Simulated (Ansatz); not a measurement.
# ZrInF3: the cost of one run

Method: DFT PBE, scalar-relativistic, plane waves, PAW, in Ansatz 0.2.0.

## Step 1: The structure to begin with

The structure is cubic, space group Pm-3m (No. 221). The conventional cell has a = 4.472 Å, b = 4.472 Å, c = 4.472 Å, α = 90.00°, β = 90.00°, γ = 90.00°. Zr (site symmetry m-3m) has 6 F at 2.24 Å as nearest neighbours. In (site symmetry m-3m) has 12 F at 3.16 Å as nearest neighbours. Around F (site symmetry 4/mmm) lie 2 Zr at 2.24 Å and 4 In at 3.16 Å.

As a file:

```cif
data_structure
_symmetry_space_group_name_H-M 'Pm-3m'
_symmetry_Int_Tables_number 221
_cell_length_a 4.4724
_cell_length_b 4.4724
_cell_length_c 4.4724
_cell_angle_alpha 90.000
_cell_angle_beta 90.000
_cell_angle_gamma 90.000
_cell_volume 89.46
loop_
_atom_site_label
_atom_site_type_symbol
_atom_site_symmetry_multiplicity
_atom_site_Wyckoff_symbol
_atom_site_fract_x
_atom_site_fract_y
_atom_site_fract_z
_atom_site_occupancy
Zr1 Zr 1 a 0.00000 0.00000 0.00000 1
In1 In 1 b 0.50000 0.50000 0.50000 1
F1 F 3 d 0.50000 0.00000 0.00000 1
```

A structure generator made this guess: random cell by space group and Wyckoff sites (Pm-3m, No. 221). The dimensions are guesses.

## Step 2: The guess as it stands, on a coarse mesh

File input.yaml:

```yaml
crystal:
  lattice:
    - [4.47238803, 0.0, 0.0]
    - [0.0, 4.47238803, 0.0]
    - [0.0, 0.0, 4.47238803]
  atoms:
    - { symbol: Zr, position: [0.0, 0.0, 0.0] }
    - { symbol: In, position: [0.5, 0.5, 0.5] }
    - { symbol: F, position: [0.5, 0.0, 0.0] }
    - { symbol: F, position: [0.0, 0.5, 0.0] }
    - { symbol: F, position: [0.0, 0.0, 0.5] }
basis:
  ecutwfc: 420
kpoints:
  mp_grid: { grid: [4, 4, 4] }
hamiltonian:
  xc: pbe
scf:
  occupations: { method: gaussian, width: 0.1 }
  lower_state_search: "off"
output:
  forces: true
  stress: true
  eigenvalues: true
```

The run is started by

```sh
ansatz run input.yaml --threads 1 --pin off --max-ram 2560MiB --backend cpu --events-out ev --progress --plain --runs-dir out
```

Q: Estimate wall time and peak memory on 1 thread of Arm Neoverse V2, shared host.

About 1.4 s, with a peak of 0.33 GiB.
